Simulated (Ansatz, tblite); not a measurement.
**The cluster InSn₆+: rung by rung**

The task here is to estimate one member of a computed series from the others.

Computed with Ansatz 0.2.0, Gaussian basis. Level: as each input shows.

Plan: GFN1-xTB, GFN2-xTB, PBE-D4/def2-TZVP, r2SCAN-D4/def2-TZVP, LC-ωPBE/def2-TZVP, PBE-D4/def2-SVP, PBE0-D4/def2-SVP, MP2/def2-SVP, RPA/def2-SVP.

10 further runs of the same task are left out: 4 that didn't finish, 6 set aside as unsound or not needed. Runs told in other sessions of the task aren't counted.

**The structure**

The geometry is that of the singlet, from an earlier relaxation (B3LYP-D4/def2-SVP). At that level it is the lowest of the isomers that a small search found.

7 atoms, charge 1, spin multiplicity 1.

Bond lengths: In1–Sn2 3.327 Å, In1–Sn6 3.323 Å, Sn2–Sn4 2.948 Å, Sn2–Sn7 2.948 Å, Sn3–Sn4 3.005 Å, Sn3–Sn7 3.005 Å, Sn4–Sn5 3.005 Å, Sn4–Sn6 2.945 Å, Sn5–Sn7 3.003 Å, Sn6–Sn7 2.945 Å. Angles: Sn2–In1–Sn6 65.6°, In1–Sn2–Sn4 96.1°, In1–Sn2–Sn7 95.7°, Sn4–Sn2–Sn7 73.6°, Sn4–Sn3–Sn7 71.9°, Sn2–Sn4–Sn3 67.9°, Sn2–Sn4–Sn5 106.9°, Sn2–Sn4–Sn6 75.4°, Sn3–Sn4–Sn5 65.8°, Sn3–Sn4–Sn6 106.9° and more.

In, Sn take a core potential in the def2 sets. No spin-orbit coupling is included. The ion is computed in the gas phase, without counter-ions or solvent.

PBE0-D4/def2-TZVP was run before; its log isn't repeated, and its numbers join the tables.

Set-up of the first run:

Tight binding, by tblite at 300 K electronic temperature and without a spin-polarisation term:

```python
tblite.interface.Calculator('GFN1-xTB', numbers, positions, charge=1, uhf=0).singlepoint()
```

Tight binding, by tblite at 300 K electronic temperature and without a spin-polarisation term:

```python
tblite.interface.Calculator('GFN2-xTB', numbers, positions, charge=1, uhf=0).singlepoint()
```

start.molden holds the orbitals of an earlier run on this state, given as this run's starting guess.

in.yaml

```yaml
crystal:
  periodic: [false, false, false]
  atoms:
    - {symbol: In, position_ang: [-0.687842, 2.370515, 2.864369]}
    - {symbol: Sn, position_ang: [-1.511957, 1.375434, -0.201548]}
    - {symbol: Sn, position_ang: [-0.792339, -0.787315, -2.623455]}
    - {symbol: Sn, position_ang: [1.240056, 0.817691, -1.099029]}
    - {symbol: Sn, position_ang: [1.631181, -2.155826, -0.915720]}
    - {symbol: Sn, position_ang: [1.160879, -0.127440, 1.688794]}
    - {symbol: Sn, position_ang: [-1.039977, -1.493059, 0.286589]}
basis:
  gaussian: {orbitals: def2-TZVP, initial_orbitals: start.molden}
total_charge: 1
hamiltonian: {xc: pbe, dispersion: d4}
scf: {omitted_lower_state_checks: [starts]}
output: {forces: true, orbitals: {seedname: orbitals}}
```

Started as:

```sh
> ansatz run in.yaml --threads 4 --pin off --events-out ev --progress --plain --max-ram 4787MiB
```

Among the steps run: PBE-D4/def2-TZVP; r2SCAN-D4/def2-TZVP; LC-ωPBE/def2-TZVP; PBE-D4/def2-SVP; PBE0-D4/def2-SVP; MP2/def2-SVP; RPA/def2-SVP.

One of the session's tables, all rows but one given; the rest of the session is left out.

| level | HOMO (eV) | LUMO (eV) | gap (eV) |
| --- | --- | --- | --- |
| PBE-D4/def2-SVP | ? | ? | ? |
| PBE-D4/def2-TZVP | -8.39 | -7.05 | 1.34 |
| r2SCAN-D4/def2-TZVP | -8.60 | -7.08 | 1.52 |
| PBE0-D4/def2-SVP | -9.14 | -6.59 | 2.54 |
| PBE0-D4/def2-TZVP | -9.06 | -6.52 | 2.54 |
| LC-ωPBE/def2-TZVP | -10.93 | -4.96 | 5.98 |

Q: Estimate the row for PBE-D4/def2-SVP from the others.

The run gave: HOMO (eV): -8.45; LUMO (eV): -7.10; gap (eV): 1.35. In the column «HOMO (eV)» it lies between r2SCAN-D4/def2-TZVP (-8.60) and PBE-D4/def2-TZVP (-8.39).
